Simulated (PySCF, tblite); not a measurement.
**C₅H₅O₃−: a rotation path, then NMR shifts on frames**

How do NMR shifts of C₅H₅O₃− (`COc1ccoc1[O-]`) change as the atoms move?

The runs use tblite 0.8.0 and PySCF 2.14.0, with density-fitted response routines of our own; the level of theory stands in each step. All values are computed, except where a source is named. Atoms are numbered from 0 throughout.

## Step 1: The starting structure

13 atoms, charge -1, multiplicity 1; geometry from: GFN2-xTB.

Bonds of the start (Å): C0–O1 1.39, O1–C2 1.41, C2–C3 1.41, C3–C4 1.36, C4–O5 1.37, O5–C6 1.40, C6–O7 1.24, C6–C2 1.40, C0–H8 1.09, C0–H9 1.10, C0–H10 1.10, C3–H11 1.08, C4–H12 1.07.

## Step 2: The rotation path with GFN2-xTB

The job: settings as JSON, then the geometry in Å.

```
{"job": {"kind": "neb", "xc": "GFN2-xTB", "basis": "xTB", "atoms": [3, 2, 1, 0], "turn": 180}, "charge": -1, "multiplicity": 1}
C     -2.109348    -0.326823     0.050391
O     -1.300671     0.790112    -0.085868
C      0.085320     0.506958    -0.058438
C      0.714948    -0.747638     0.035120
C      2.057247    -0.515572     0.020275
O      2.305482     0.828236    -0.078196
C      1.077906     1.496231    -0.127307
O      1.050496     2.734740    -0.215105
H     -3.143659     0.027802     0.038145
H     -1.972444    -1.044711    -0.775069
H     -1.928048    -0.861216     0.997146
H      0.251782    -1.717352     0.108784
H      2.906601    -1.170281     0.072392
```

Level: GFN2-xTB climbing-image nudged elastic band, gas phase.

Run with:

```
OMP_NUM_THREADS=1 python probes_run.py task.json out
```

One launch serves the whole session: the jobs run in the order shown.

Standard output:

```text
image   E - E0 / eV
  0      -0.0000
  1      -0.0104
  2      -0.0464
  3      -0.0940
  4      -0.1330
  5      -0.1669
  6      -0.1780
  7      -0.1506
  8      -0.1425
```

It took 7.7 s on 1 thread, shared host.

The final band, with the dihedral C3–C2–O1–C0:

```
image  dihedral (°)  energy (eV)  energy (kcal/mol)
    0             3        0.000                0.0
    1            30       -0.010               -0.2
    2            54       -0.046               -1.1
    3            75       -0.094               -2.2
    4            96       -0.133               -3.1
    5           118       -0.167               -3.8
    6           141       -0.178               -4.1
    7           162       -0.151               -3.5
    8           183       -0.142               -3.3
```

## Step 3: Shielding tensors: image 0, PBE0/pcSseg-1

The job: settings as JSON, then the geometry in Å.

```
{"job": {"kind": "nmr", "xc": "PBE0", "basis": "pcSseg-1", "pop": false}, "charge": -1, "multiplicity": 1}
C     -2.109300    -0.326800     0.050400
O     -1.300700     0.790100    -0.085900
C      0.085300     0.507000    -0.058400
C      0.714900    -0.747600     0.035100
C      2.057200    -0.515600     0.020300
O      2.305500     0.828200    -0.078200
C      1.077900     1.496200    -0.127300
O      1.050500     2.734700    -0.215100
H     -3.143700     0.027800     0.038100
H     -1.972400    -1.044700    -0.775100
H     -1.928000    -0.861200     0.997100
H      0.251800    -1.717400     0.108800
H      2.906600    -1.170300     0.072400
```

With the program's defaults for keys left out, this is: GIAO PBE0/pcSseg-1 NMR shielding, non-relativistic, gas phase.

Standard output:

```text
coarse grid: 11792 points
cycle   1  E = -418.4016478244  dE =  1.575e+00  |g| = 1.009e+00  |ddm| = 3.480e+00
cycle   2  E = -417.8042155446  dE =  5.974e-01  |g| = 1.958e+00  |ddm| = 4.099e+00
cycle   3  E = -418.5759188414  dE = -7.717e-01  |g| = 3.809e-01  |ddm| = 3.481e+00
cycle   4  E = -418.6041125514  dE = -2.819e-02  |g| = 1.402e-01  |ddm| = 4.440e-01
cycle   5  E = -418.6070010780  dE = -2.889e-03  |g| = 5.535e-02  |ddm| = 1.221e-01
cycle   6  E = -418.6076497312  dE = -6.487e-04  |g| = 1.443e-02  |ddm| = 5.514e-02
cycle   7  E = -418.6076917665  dE = -4.204e-05  |g| = 5.763e-03  |ddm| = 1.739e-02
cycle   8  E = -418.6076991250  dE = -7.358e-06  |g| = 1.018e-03  |ddm| = 6.251e-03
final grid: 116528 points
cycle   9  E = -418.6877593463  dE = -2.257e-05  |g| = 1.636e-02  |ddm| = 4.038e-02
cycle  10  E = -418.6876721182  dE =  8.723e-05  |g| = 2.710e-02  |ddm| = 3.265e-02
cycle  11  E = -418.6878062459  dE = -1.341e-04  |g| = 2.221e-03  |ddm| = 2.366e-02
cycle  12  E = -418.6878072568  dE = -1.011e-06  |g| = 5.089e-04  |ddm| = 2.587e-03
cycle  13  E = -418.6878072971  dE = -4.035e-08  |g| = 2.148e-04  |ddm| = 6.203e-04
cycle  14  E = -418.6878073059  dE = -8.818e-09  |g| = 5.926e-05  |ddm| = 1.924e-04
cycle  15  E = -418.6878073066  dE = -6.785e-10  |g| = 2.572e-05  |ddm| = 8.487e-05
converged SCF energy = -418.6878073066

GIAO shielding tensors (ppm)
atom      isotropic    diamagn.    paramagn.     s11        s22        s33       span
  0 C      129.111     244.260    -115.149    100.284    106.832    180.217     79.932
  1 O      308.290     395.351     -87.061    265.008    313.719    346.143     81.136
  2 C       66.228     254.708    -188.480     33.258     69.467     95.959     62.702
  3 C       82.822     256.380    -173.558     -4.517     88.195    164.789    169.306
  4 C       79.741     251.726    -171.985     24.598     97.452    117.174     92.576
  5 O       49.736     402.575    -352.839   -124.089     66.359    206.937    331.026
  6 C       20.994     244.479    -223.485    -56.487     55.506     63.962    120.448
  7 O       89.691     401.165    -311.474    -50.610     -5.165    324.848    375.458
  8 H       28.080      28.815      -0.735     23.714     26.313     34.213     10.499
  9 H       28.203      30.099      -1.896     25.135     25.774     33.699      8.564
 10 H       28.272      30.098      -1.827     25.195     25.942     33.677      8.483
 11 H       25.824      33.458      -7.634     24.664     24.850     27.957      3.293
 12 H       26.028      31.681      -5.653     23.612     25.368     29.104      5.492
```

Wall time 62 s (1 thread, shared host).

Shifts follow as δ = σ(reference) − σ, with reference shieldings (ppm) from runs at the same level and on the same kind of geometry: 1H TMS 31.72, 13C TMS 186.9, 17O H2O 336.1. The references are single molecules in the gas phase, so shifts against H2O, NH3, PH3, H3PO4 or CFCl3 are not on the usual liquid scales and can be off by tens of ppm. Each atom is listed at this fixed geometry, with no averaging over motion; a spectrum would average atoms that exchange fast.

```csv
atoms,environment,σ (ppm),δ (ppm)
C6,substituted aromatic carbon next to the ring oxygen,21.0,165.9
C2,aromatic carbon bearing oxygen,66.2,120.7
C4,aromatic CH next to the ring oxygen,79.7,107.2
C3,aromatic CH,82.8,104.1
C0,methyl carbon bonded to O,129.1,57.8
H11,hydrogen on an aromatic CH,25.82,5.89
H12,hydrogen on an aromatic CH next to the ring oxygen,26.03,5.69
H8,hydrogen on a methyl carbon bonded to O,28.08,3.64
H9,hydrogen on a methyl carbon bonded to O,28.20,3.51
H10,hydrogen on a methyl carbon bonded to O,28.27,3.45
O5,aromatic ring oxygen,49.7,286.3
O7,oxygen bonded to C,89.7,246.4
O1,ether oxygen,308.3,27.8
```

Ring of atoms C2, C3, C4, O5, C6: NICS(0) -11.8, NICS(1) -7.3, NICS(1)zz -16.7 ppm (means of both faces).

Orbitals, density, ELF and potential are computed afterwards from the orbital file.

Frontier orbitals at PBE0/pcSseg-1, with the share of their density that lies nearest to each atom:

```csv
orbital,energy (eV),lies on
HOMO,0.69,"C2, C4 about 24 % each; O7 23 %; C6 9 %"
LUMO,5.11,"H8, H9, H10 about 24 % each; H11 13 %; C0 9 %"
```

ELF in a plane through or near 11 of the atoms.

Ten even steps from ' ' (0.00) to '@' (1.00):
```
                                                        
                                                        
                    ....                                
              ..==++****++::                            
            ..++%%%%##%%%%==..                          
            ..++%%%%##%%##::    ::::..                  
                ::**%%##--    --##%%++    ....          
        ..::====--==++::##==::****%%++  ==@@@@@@..      
        ::++%%%%**%%--**%%..==%%..==++==@@@@@@@@++      
        ::++%%##..##..::--::..++++%%::..@@@@@@@@++      
            ::==%%++====**@@##..  ==::::++****++..      
            --**::%%**++%%==**::  --**++::              
        ::##@@@@@@--****==@@@@%%    ::..                
        ==@@@@@@@@++..::%%@@@@@@--                      
          ==@@@@%%..    **@@@@@@::                      
            ::==..      ..**##==                        
                                                        
                                                        
                                                        
                                                        
```
The map spans 11.4 Å across and 10.3 Å up, centred on the molecule. Atoms in the plane (x, y in Å): C0 (2.1, 0.0), O1 (1.2, 1.0), C2 (-0.2, 0.5), C3 (-0.6, -0.9), C4 (-1.9, -0.8), O5 (-2.4, 0.5), C6 (-1.3, 1.3), O7 (-1.5, 2.5), H8 (3.1, 0.5), H11 (0.0, -1.7), H12 (-2.7, -1.6).

log10 of the density (e/Å³) in the same plane.

Ten even steps from ' ' (-4.0) to '@' (2.7):
```
                                                        
                ..........                              
              ..::------::....                          
            ::--====++====--::..                        
          ..--==++******++==--::::::..                  
          ..--==++**@@**++==----------::....            
        ..::--==++******++======++++==----::::::..      
      ..::--==++++**%%##**++++**##**++======----::..    
      ::--==++******************####**++++++====::..    
      ::--==++**##**++++**##**++************++==--..    
      ..----==++****++++****++++==++****++++==--::..    
      ..::--==++**@@****%%**++======++++==----::..      
      ..----++****************++========----::..        
      ..----==++++++====++****++------::::::..          
      ..::::--====------======----::......              
        ....::::::::::::------::::..                    
            ....................                        
                                                        
                                                        
                                                        
```
The map spans 11.4 Å across and 10.3 Å up, centred on the molecule. Atoms in the plane (x, y in Å): C0 (2.1, 0.0), O1 (1.2, 1.0), C2 (-0.2, 0.5), C3 (-0.6, -0.9), C4 (-1.9, -0.8), O5 (-2.4, 0.5), C6 (-1.3, 1.3), O7 (-1.5, 2.5), H8 (3.1, 0.5), H11 (0.0, -1.7), H12 (-2.7, -1.6).

On the surface of density 0.002 e/bohr³ the electrostatic potential runs, from the 1st to the 99th percentile, from -6.48 V near O7 to -2.20 V near H8.

## Step 4: Shielding tensors: image 1, PBE0/pcSseg-1

The job: settings as JSON, then the geometry in Å.

```
{"job": {"kind": "nmr", "xc": "PBE0", "basis": "pcSseg-1", "pop": false}, "charge": -1, "multiplicity": 1}
C     -2.115200    -0.300900     0.096800
O     -1.290700     0.711000    -0.379300
C      0.087900     0.471500    -0.178700
C      0.743400    -0.774600    -0.126500
C      2.070400    -0.515600     0.020100
O      2.290100     0.836200     0.056400
C      1.053300     1.482300    -0.058600
O      1.001900     2.722300    -0.044400
H     -3.145700     0.046100    -0.018300
H     -1.997700    -1.234200    -0.477200
H     -1.929500    -0.530400     1.157200
H      0.300900    -1.755300    -0.175000
H      2.926500    -1.158000     0.109600
```

With the program's defaults for keys left out, this is: GIAO PBE0/pcSseg-1 NMR shielding, non-relativistic, gas phase.

Standard output:

```text
coarse grid: 11792 points
cycle   1  E = -418.4027776940  dE =  1.569e+00  |g| = 1.009e+00  |ddm| = 3.477e+00
cycle   2  E = -417.8622751522  dE =  5.405e-01  |g| = 1.903e+00  |ddm| = 3.770e+00
cycle   3  E = -418.5788831222  dE = -7.166e-01  |g| = 3.682e-01  |ddm| = 3.097e+00
cycle   4  E = -418.6053084639  dE = -2.643e-02  |g| = 1.291e-01  |ddm| = 4.181e-01
cycle   5  E = -418.6076741534  dE = -2.366e-03  |g| = 5.256e-02  |ddm| = 1.111e-01
cycle   6  E = -418.6082545442  dE = -5.804e-04  |g| = 1.332e-02  |ddm| = 5.160e-02
cycle   7  E = -418.6082900415  dE = -3.550e-05  |g| = 5.517e-03  |ddm| = 1.666e-02
cycle   8  E = -418.6082968296  dE = -6.788e-06  |g| = 9.214e-04  |ddm| = 5.959e-03
final grid: 116528 points
cycle   9  E = -418.6883005518  dE = -1.392e-05  |g| = 1.644e-02  |ddm| = 3.444e-02
cycle  10  E = -418.6882136311  dE =  8.692e-05  |g| = 2.717e-02  |ddm| = 3.255e-02
cycle  11  E = -418.6883477595  dE = -1.341e-04  |g| = 2.180e-03  |ddm| = 2.343e-02
cycle  12  E = -418.6883487309  dE = -9.714e-07  |g| = 4.604e-04  |ddm| = 2.468e-03
cycle  13  E = -418.6883487643  dE = -3.340e-08  |g| = 1.939e-04  |ddm| = 5.701e-04
cycle  14  E = -418.6883487714  dE = -7.053e-09  |g| = 5.594e-05  |ddm| = 1.730e-04
cycle  15  E = -418.6883487720  dE = -6.067e-10  |g| = 2.371e-05  |ddm| = 7.867e-05
converged SCF energy = -418.6883487720

GIAO shielding tensors (ppm)
atom      isotropic    diamagn.    paramagn.     s11        s22        s33       span
  0 C      127.841     244.146    -116.305     95.446    106.799    181.278     85.832
  1 O      312.009     395.285     -83.276    262.432    319.542    354.054     91.622
  2 C       66.912     254.018    -187.106     32.279     71.913     96.544     64.265
  3 C       81.801     256.087    -174.286     -6.581     83.884    168.101    174.682
  4 C       78.875     252.028    -173.153     22.148     97.780    116.698     94.550
  5 O       52.839     402.708    -349.870   -119.743     67.816    210.443    330.185
  6 C       20.497     245.127    -224.629    -58.567     54.982     65.078    123.645
  7 O       89.958     401.293    -311.335    -50.996     -5.091    325.961    376.957
  8 H       28.082      28.945      -0.862     23.805     26.132     34.311     10.506
  9 H       27.961      30.320      -2.358     24.289     26.016     33.578      9.289
 10 H       28.537      29.934      -1.397     25.172     26.778     33.660      8.488
 11 H       25.682      33.353      -7.671     24.560     24.627     27.859      3.298
 12 H       26.010      31.632      -5.622     23.640     25.316     29.074      5.434
```

It took 46 s on 1 thread, shared host.

Key values: δ C6 166.4, C2 120.0, C4 108.0, C3 105.1, H11 6.04, H12 5.71 ppm.

## Step 5: Nuclear shieldings: image 4, PBE0/pcSseg-1

The job: settings as JSON, then the geometry in Å.

```
{"job": {"kind": "nmr", "xc": "PBE0", "basis": "pcSseg-1", "pop": false}, "charge": -1, "multiplicity": 1}
C     -2.132800    -0.058200     0.205800
O     -1.239500     0.188700    -0.845400
C      0.104900     0.185400    -0.433800
C      0.975600    -0.923800    -0.527400
C      2.173600    -0.524200    -0.034100
O      2.108200     0.779500     0.387100
C      0.806300     1.244100     0.160800
O      0.495200     2.399600     0.492100
H     -3.142800     0.083600    -0.188800
H     -2.039300    -1.089800     0.584000
H     -1.968800     0.632800     1.040400
H      0.735500    -1.893900    -0.926300
H      3.119600    -1.023400     0.067800
```

Level: GIAO PBE0/pcSseg-1 NMR shielding, non-relativistic, gas phase.

Standard output:

```text
coarse grid: 11792 points
cycle   1  E = -418.4160961032  dE =  1.545e+00  |g| = 1.000e+00  |ddm| = 3.470e+00
cycle   2  E = -417.9792479997  dE =  4.368e-01  |g| = 1.792e+00  |ddm| = 3.302e+00
cycle   3  E = -418.5907966612  dE = -6.115e-01  |g| = 3.410e-01  |ddm| = 2.571e+00
cycle   4  E = -418.6136092514  dE = -2.281e-02  |g| = 1.079e-01  |ddm| = 3.713e-01
cycle   5  E = -418.6152199958  dE = -1.611e-03  |g| = 4.367e-02  |ddm| = 8.805e-02
cycle   6  E = -418.6156073635  dE = -3.874e-04  |g| = 1.143e-02  |ddm| = 4.251e-02
cycle   7  E = -418.6156323040  dE = -2.494e-05  |g| = 5.071e-03  |ddm| = 1.504e-02
cycle   8  E = -418.6156382178  dE = -5.914e-06  |g| = 6.988e-04  |ddm| = 5.351e-03
final grid: 116528 points
cycle   9  E = -418.6945321191  dE = -1.314e-05  |g| = 1.549e-02  |ddm| = 3.161e-02
cycle  10  E = -418.6944564274  dE =  7.569e-05  |g| = 2.548e-02  |ddm| = 3.082e-02
cycle  11  E = -418.6945739220  dE = -1.175e-04  |g| = 2.138e-03  |ddm| = 2.170e-02
cycle  12  E = -418.6945748471  dE = -9.250e-07  |g| = 3.793e-04  |ddm| = 2.206e-03
cycle  13  E = -418.6945748699  dE = -2.286e-08  |g| = 1.642e-04  |ddm| = 4.889e-04
cycle  14  E = -418.6945748750  dE = -5.109e-09  |g| = 4.871e-05  |ddm| = 1.485e-04
cycle  15  E = -418.6945748755  dE = -4.233e-10  |g| = 2.218e-05  |ddm| = 6.477e-05
converged SCF energy = -418.6945748755

GIAO shielding tensors (ppm)
atom      isotropic    diamagn.    paramagn.     s11        s22        s33       span
  0 C      125.147     244.216    -119.069     92.386    102.028    181.026     88.640
  1 O      315.902     395.976     -80.074    273.124    310.711    363.870     90.747
  2 C       69.268     253.140    -183.872     35.329     71.547    100.929     65.599
  3 C       74.107     253.659    -179.552    -10.439     80.585    152.174    162.613
  4 C       77.482     252.449    -174.967     20.346     95.031    117.070     96.724
  5 O       51.621     403.274    -351.654   -121.750     68.088    208.525    330.275
  6 C       18.904     247.536    -228.632    -63.195     56.892     63.016    126.211
  7 O       91.033     403.300    -312.267    -56.167      1.399    327.866    384.034
  8 H       28.272      29.428      -1.155     24.616     25.466     34.735     10.119
  9 H       28.549      30.364      -1.815     24.738     27.078     33.832      9.094
 10 H       27.956      30.060      -2.104     23.636     27.209     33.023      9.386
 11 H       25.781      32.792      -7.011     24.878     25.565     26.900      2.022
 12 H       26.041      31.414      -5.372     23.618     25.299     29.207      5.589
```

It took 44 s on 1 thread, shared host.

In short: δ C6 168.0, C2 117.7, C3 112.8, C4 109.4, H11 5.94, H12 5.68 ppm.

## Step 6: Shielding tensors: image 8, PBE0/pcSseg-1

The job: settings as JSON, then the geometry in Å.

```
{"job": {"kind": "nmr", "xc": "PBE0", "basis": "pcSseg-1", "pop": false}, "charge": -1, "multiplicity": 1}
C     -2.181000     0.256700     0.117700
O     -1.249500    -0.599300    -0.470900
C      0.095700    -0.268400    -0.185900
C      1.174800    -0.987400    -0.735000
C      2.311700    -0.412000    -0.259200
O      2.002500     0.637600     0.563900
C      0.609300     0.747300     0.626300
O      0.093600     1.644900     1.325500
H     -3.168100    -0.098100    -0.195300
H     -2.112000     0.240700     1.210800
H     -2.041300     1.293300    -0.208600
H      1.106300    -1.829500    -1.400300
H      3.353600    -0.625300    -0.406600
```

With the program's defaults for keys left out, this is: GIAO PBE0/pcSseg-1 NMR shielding, non-relativistic, gas phase.

Standard output:

```text
coarse grid: 11792 points
cycle   1  E = -418.4156703105  dE =  1.555e+00  |g| = 9.980e-01  |ddm| = 3.481e+00
cycle   2  E = -417.9646152599  dE =  4.511e-01  |g| = 1.801e+00  |ddm| = 3.230e+00
cycle   3  E = -418.5839593799  dE = -6.193e-01  |g| = 3.586e-01  |ddm| = 2.597e+00
cycle   4  E = -418.6096347191  dE = -2.568e-02  |g| = 1.105e-01  |ddm| = 3.928e-01
cycle   5  E = -418.6113638491  dE = -1.729e-03  |g| = 4.479e-02  |ddm| = 9.224e-02
cycle   6  E = -418.6117773439  dE = -4.135e-04  |g| = 1.159e-02  |ddm| = 4.308e-02
cycle   7  E = -418.6118027865  dE = -2.544e-05  |g| = 5.432e-03  |ddm| = 1.491e-02
cycle   8  E = -418.6118095761  dE = -6.790e-06  |g| = 7.291e-04  |ddm| = 5.598e-03
final grid: 116528 points
cycle   9  E = -418.6913783506  dE = -1.955e-05  |g| = 1.549e-02  |ddm| = 2.830e-02
cycle  10  E = -418.6913091100  dE =  6.924e-05  |g| = 2.493e-02  |ddm| = 2.641e-02
cycle  11  E = -418.6914202119  dE = -1.111e-04  |g| = 2.004e-03  |ddm| = 1.831e-02
cycle  12  E = -418.6914210041  dE = -7.922e-07  |g| = 4.277e-04  |ddm| = 2.126e-03
cycle  13  E = -418.6914210339  dE = -2.980e-08  |g| = 1.748e-04  |ddm| = 5.295e-04
cycle  14  E = -418.6914210399  dE = -6.016e-09  |g| = 4.952e-05  |ddm| = 1.678e-04
cycle  15  E = -418.6914210403  dE = -3.997e-10  |g| = 2.398e-05  |ddm| = 6.226e-05
converged SCF energy = -418.6914210403

GIAO shielding tensors (ppm)
atom      isotropic    diamagn.    paramagn.     s11        s22        s33       span
  0 C      128.294     243.213    -114.919    103.658    106.561    174.663     71.005
  1 O      312.707     397.270     -84.562    276.547    298.951    362.625     86.078
  2 C       70.018     254.788    -184.770     39.254     68.683    102.117     62.863
  3 C       76.214     252.007    -175.793     -5.488     82.450    151.679    157.166
  4 C       77.933     251.394    -173.461     22.202     94.611    116.986     94.784
  5 O       49.709     403.258    -353.549   -109.184     61.783    196.527    305.711
  6 C       20.408     248.193    -227.785    -52.686     56.243     57.668    110.354
  7 O      106.336     405.274    -298.938    -15.754     31.476    303.286    319.041
  8 H       28.693      29.237      -0.545     24.750     26.999     34.329      9.579
  9 H       27.070      30.032      -2.962     22.472     26.389     32.349      9.877
 10 H       27.244      30.065      -2.821     22.871     26.385     32.475      9.604
 11 H       25.988      32.084      -6.096     25.402     25.628     26.935      1.533
 12 H       26.052      31.059      -5.007     23.739     25.062     29.355      5.616
```

Wall time 45 s (1 thread, shared host).

In short: δ C6 166.5, C2 116.9, C3 110.7, C4 109.0, H11 5.73, H12 5.66 ppm.

## Step 7: Run by run: NMR shifts

Shifts (ppm) of some atoms, chosen among heavy atoms and hydrogens apart, with basis size and wall time:

```csv
frame,C2,C3,C0,H9,H10,O7,O1,functions,time
image 0,120.7,104.1,57.8,3.51,3.45,246.4,27.8,161,62 s
image 1,120.0,105.1,59.1,3.76,3.18,246.1,24.1,161,46 s
image 4,117.7,112.8,61.8,3.17,3.76,245.0,20.2,161,44 s
image 8,116.9,110.7,58.6,4.65,4.47,229.7,23.4,161,45 s
```

## Step 8: What came out

| quantity | value |
| --- | --- |
| lowest and highest image | -0.178 and 0.000 eV |
| 13C shifts against TMS (PBE0/pcSseg-1, image 0) | 165.9, 120.7, 107.2, 104.1, 57.8 ppm |
| 1H shifts against TMS (PBE0/pcSseg-1, image 0) | 5.89, 5.69, 3.64, 3.51, 3.45 ppm |
| 17O shifts against H2O (PBE0/pcSseg-1, image 0) | 286.3, 246.4, 27.8 ppm |
| range of the shift of O7 | 229.7 to 246.4 ppm |

The band dips 4.1 kcal/mol below its start, so the start is not the lowest point of the turn; from the lowest image the climb to the highest is 4.1 kcal/mol (GFN2-xTB, rough). Shifts at one fixed geometry are not the observed spectrum, which averages over the motion. In the first frame run (image 0): Shielding is most anisotropic at O7 (span 375 ppm, paramagnetic term -311 ppm). NICS(1)zz of -17 ppm above the planar ring from C2 marks a diatropic (aromatic) ring current. Across the 4 runs the shift of O7 moves most, between 229.7 (image 8) and 246.4 ppm (image 0). At PBE0/pcSseg-1 the HOMO lies above zero (+0.69 eV), as often for anions in the gas phase: self-interaction error lifts it, or the electron is held by the finite basis alone; counter-ions and solvent are missing.
